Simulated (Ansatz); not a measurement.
# Si3N4: the cost of one run

Method: DFT, PBE, plane-wave PAW, default files, scalar-relativistic, as far as a step names no other, in Ansatz 0.2.0.

**1. Starting point**

The structure is hexagonal, space group P6_3/m (No. 176). Conventional cell: a = 7.617 Å, b = 7.617 Å, c = 2.913 Å, α = 90.00°, β = 90.00°, γ = 120.00°. Around Si (site symmetry m) lie 4 N at 1.72 to 1.75 Å. N (site symmetry -6) is surrounded by 3 Si at 1.75 Å. Around N (site symmetry m) lie 3 Si at 1.72 to 1.75 Å.

Coordinates:

```cif
data_structure
_symmetry_space_group_name_H-M 'P 1'
_symmetry_Int_Tables_number 1
_cell_length_a 7.6170
_cell_length_b 7.6170
_cell_length_c 2.9134
_cell_angle_alpha 90.000
_cell_angle_beta 90.000
_cell_angle_gamma 120.000
_cell_volume 146.39
loop_
_atom_site_label
_atom_site_type_symbol
_atom_site_fract_x
_atom_site_fract_y
_atom_site_fract_z
_atom_site_occupancy
Si1 Si 0.17840 0.77490 0.25000 1
Si2 Si 0.40350 0.17840 0.75000 1
Si3 Si 0.22510 0.40350 0.25000 1
Si4 Si 0.82160 0.22510 0.75000 1
Si5 Si 0.59650 0.82160 0.25000 1
Si6 Si 0.77490 0.59650 0.75000 1
N1 N 0.33333 0.66667 0.25000 1
N2 N 0.66667 0.33333 0.75000 1
N3 N 0.33590 0.03280 0.25000 1
N4 N 0.30310 0.33590 0.75000 1
N5 N 0.96720 0.30310 0.25000 1
N6 N 0.66410 0.96720 0.75000 1
N7 N 0.69690 0.66410 0.25000 1
N8 N 0.03280 0.69690 0.75000 1
```

**2. Single point at the given positions**

Input file input.yaml:

```yaml
crystal:
  lattice:
    - [7.617, 0.0, 0.0]
    - [-3.8085, 6.5965155006, 0.0]
    - [0.0, 0.0, 2.9134]
  atoms:
    - { symbol: Si, position: [0.1784, 0.7749, 0.25] }
    - { symbol: Si, position: [0.4035, 0.1784, 0.75] }
    - { symbol: Si, position: [0.2251, 0.4035, 0.25] }
    - { symbol: Si, position: [0.8216, 0.2251, 0.75] }
    - { symbol: Si, position: [0.5965, 0.8216, 0.25] }
    - { symbol: Si, position: [0.7749, 0.5965, 0.75] }
    - { symbol: "N", position: [0.3333333333, 0.6666666667, 0.25] }
    - { symbol: "N", position: [0.6666666667, 0.3333333333, 0.75] }
    - { symbol: "N", position: [0.3359, 0.0328, 0.25] }
    - { symbol: "N", position: [0.3031, 0.3359, 0.75] }
    - { symbol: "N", position: [0.9672, 0.3031, 0.25] }
    - { symbol: "N", position: [0.6641, 0.9672, 0.75] }
    - { symbol: "N", position: [0.6969, 0.6641, 0.25] }
    - { symbol: "N", position: [0.0328, 0.6969, 0.75] }
kpoints:
  mp_grid: { grid: [4, 4, 9] }
scf:
  occupations: { method: fermi_dirac, width: 0.02 }
hamiltonian:
  xc: pbe
  pseudopotentials: { kind: paw }
output:
  forces: true
  stress: true
  populations: true
  efg:
    quadrupole_moments_barn: { "N": 0.02044 }
    contact_densities: true
  write_density: true
  write_potential: true
  elf: true
  volumetric_format: npy
```

The run is started by

```
$ ansatz run input.yaml --threads 1 --pin off --max-ram 2560MiB --backend cpu --events-out ev --progress --plain --runs-dir out
```

What time and memory should one allow on 1 thread of Arm Neoverse V1, shared host?

About 16 s, with a peak of 0.43 GiB.
